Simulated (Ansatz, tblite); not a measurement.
**GeMe2(NEt2)2 (C10H26GeN2): one state, many levels**

An exercise on one series of results from a longer session: the logs are not shown, and one member is left open.

Program: Ansatz 0.2.0, Gaussian basis. Level of theory: as each input shows. These are calculated values, not measurements.

Plan: GFN1-xTB, GFN2-xTB, PBE-D4/def2-TZVP, r2SCAN-D4/def2-TZVP, ωB97M-V/def2-TZVP, B97M-V/def2-TZVP, B3LYP-D4/def2-TZVP, PBE+5HF/def2-SVP, PBE+10HF/def2-SVP, PBE+15HF/def2-SVP, PBE+35HF/def2-SVP, PBE+50HF/def2-SVP, PBE-D4/def2-SVP, PBE0-D4/def2-SVP, HF/6-31G, B3LYP-D4/6-31G, CCSD(T)/def2-SVP, MP2/def2-TZVP, RPA/def2-TZVP.

## The geometry

The geometry is that of the singlet, from an earlier relaxation (PBE-D4/def2-SVP).

39 atoms, charge 0, spin multiplicity 1.

Bond lengths: Ge1–C2 1.968 Å, Ge1–C6 1.968 Å, Ge1–N10 1.858 Å, Ge1–N25 1.856 Å, C2–H3 1.108 Å, C2–H4 1.107 Å, C2–H5 1.108 Å, C6–H7 1.108 Å, C6–H8 1.108 Å, C6–H9 1.108 Å, N10–C11 1.454 Å, N10–C13 1.454 Å, C11–C12 1.535 Å, C11–H15 1.113 Å, C11–H16 1.117 Å, C12–H17 1.110 Å, C12–H18 1.110 Å, C12–H19 1.110 Å and more. Angles: C2–Ge1–C6 111.6°, C2–Ge1–N10 113.2°, C2–Ge1–N25 107.0°, C6–Ge1–N10 106.9°, C6–Ge1–N25 112.7°, N10–Ge1–N25 105.4°, Ge1–C2–H3 111.7°, Ge1–C2–H4 110.9°, Ge1–C2–H5 108.8°, H3–C2–H4 108.7°, H3–C2–H5 108.3°, H4–C2–H5 108.4°, Ge1–C6–H7 110.8°, Ge1–C6–H8 108.8°, Ge1–C6–H9 111.8°, H7–C6–H8 108.4°, H7–C6–H9 108.6°, H8–C6–H9 108.3° and more.

PBE0-D4/def2-TZVP was run before; its log isn't repeated, and its numbers join the tables.

Set-up of the first run:

Tight binding, by tblite at 300 K electronic temperature and without a spin-polarisation term:

```python
tblite.interface.Calculator('GFN1-xTB', numbers, positions, charge=0, uhf=0).singlepoint()
```

Tight binding, by tblite at 300 K electronic temperature and without a spin-polarisation term:

```python
tblite.interface.Calculator('GFN2-xTB', numbers, positions, charge=0, uhf=0).singlepoint()
```

start.molden holds the orbitals of an earlier run on this state, given as this run's starting guess.

in.yaml

```yaml
crystal:
  periodic: [false, false, false]
  atoms:
    - {symbol: Ge, position_ang: [0.899306, -0.006106, 0.642776]}
    - {symbol: C, position_ang: [0.850530, -0.099482, 2.608239]}
    - {symbol: H, position_ang: [1.443589, -0.953675, 2.992025]}
    - {symbol: H, position_ang: [-0.190088, -0.197791, 2.974216]}
    - {symbol: H, position_ang: [1.278486, 0.835325, 3.020784]}
    - {symbol: C, position_ang: [2.745580, 0.085179, -0.032148]}
    - {symbol: H, position_ang: [2.756461, 0.184504, -1.135132]}
    - {symbol: H, position_ang: [3.271761, -0.850789, 0.240029]}
    - {symbol: H, position_ang: [3.302063, 0.937900, 0.405560]}
    - {symbol: N, position_ang: [0.001165, 1.469231, -0.041287]}
    - {symbol: C, position_ang: [-1.439842, 1.569339, 0.126951]}
    - {symbol: C, position_ang: [-1.887135, 2.428262, 1.318056]}
    - {symbol: C, position_ang: [0.669526, 2.593830, -0.675751]}
    - {symbol: C, position_ang: [0.568993, 2.600042, -2.207727]}
    - {symbol: H, position_ang: [-1.847216, 0.539468, 0.238250]}
    - {symbol: H, position_ang: [-1.905423, 1.967591, -0.807047]}
    - {symbol: H, position_ang: [-1.528106, 1.998495, 2.276041]}
    - {symbol: H, position_ang: [-1.487376, 3.461575, 1.246363]}
    - {symbol: H, position_ang: [-2.993624, 2.503016, 1.368135]}
    - {symbol: H, position_ang: [0.264283, 3.556740, -0.279799]}
    - {symbol: H, position_ang: [1.741769, 2.598026, -0.385266]}
    - {symbol: H, position_ang: [1.067406, 1.707577, -2.639296]}
    - {symbol: H, position_ang: [-0.489000, 2.584749, -2.542786]}
    - {symbol: H, position_ang: [1.043668, 3.505708, -2.641886]}
    - {symbol: N, position_ang: [-0.022816, -1.485242, 0.004757]}
    - {symbol: C, position_ang: [-0.279232, -1.601660, -1.422172]}
    - {symbol: C, position_ang: [0.696829, -2.519172, -2.171085]}
    - {symbol: C, position_ang: [-0.496690, -2.568118, 0.850612]}
    - {symbol: C, position_ang: [-1.989353, -2.488389, 1.200528]}
    - {symbol: H, position_ang: [-0.245074, -0.580752, -1.864899]}
    - {symbol: H, position_ang: [-1.323634, -1.958229, -1.595746]}
    - {symbol: H, position_ang: [1.735308, -2.134492, -2.103383]}
    - {symbol: H, position_ang: [0.693889, -3.545526, -1.748038]}
    - {symbol: H, position_ang: [0.429175, -2.601830, -3.245311]}
    - {symbol: H, position_ang: [-0.288719, -3.551496, 0.363867]}
    - {symbol: H, position_ang: [0.093958, -2.588164, 1.791337]}
    - {symbol: H, position_ang: [-2.208708, -1.575191, 1.791433]}
    - {symbol: H, position_ang: [-2.616441, -2.451036, 0.285466]}
    - {symbol: H, position_ang: [-2.315299, -3.369380, 1.793335]}
basis:
  gaussian: {orbitals: def2-TZVP, fitting: {mean_field: def2-universal-jkfit}, initial_orbitals: start.molden}
hamiltonian: {xc: pbe, dispersion: d4}
scf: {omitted_lower_state_checks: [starts]}
output: {forces: true, orbitals: {seedname: orbitals}}
```

Run with:

```sh
ansatz run in.yaml --threads 2 --pin off --events-out ev --progress --plain --max-ram 22528MiB --backend cuda --devices 0, --max-vram 18GiB
```

Steps of the session up to this table: PBE-D4/def2-TZVP; r2SCAN-D4/def2-TZVP; ωB97M-V/def2-TZVP; B97M-V/def2-TZVP; B3LYP-D4/def2-TZVP; PBE+5HF/def2-SVP; PBE+10HF/def2-SVP; PBE+15HF/def2-SVP; PBE+35HF/def2-SVP; PBE+50HF/def2-SVP; PBE-D4/def2-SVP; PBE0-D4/def2-SVP; HF/6-31G; B3LYP-D4/6-31G; CCSD(T)/def2-SVP; MP2/def2-TZVP; RPA/def2-TZVP.

One of the session's tables, all rows but one given; the rest of the session is left out.

It belongs to the step «Binding energy». 

| method | binding an atom (eV) |
| --- | --- |
| HF/6-31G | 2.833 |
| HF/def2-SVP | 3.004 |
| HF/def2-TZVP | 2.947 |
| PBE-D4/def2-SVP | 4.109 |
| PBE-D4/def2-TZVP | 4.071 |
| r2SCAN-D4/def2-TZVP | 3.997 |
| B97M-V/def2-TZVP | 3.993 |
| B3LYP-D4/6-31G | 3.959 |
| B3LYP-D4/def2-TZVP | 4.001 |
| PBE0-D4/def2-SVP | 4.061 |
| PBE0-D4/def2-TZVP | ? |
| ωB97M-V/def2-TZVP | 4.002 |
| MP2/def2-SVP | 3.855 |
| MP2/def2-TZVP | 3.896 |
| CCSD/def2-SVP | 3.802 |
| CCSD(T)/def2-SVP | 3.839 |

Q: Estimate the row for PBE0-D4/def2-TZVP from the others.

As computed: binding an atom (eV): 4.019. In the column «binding an atom (eV)» it lies between ωB97M-V/def2-TZVP (4.002) and PBE0-D4/def2-SVP (4.061).

Limits of these values: Free atoms were run apart at each level; binding is atoms less cluster, divided by the number of atoms, without zero-point or spin-orbit terms.
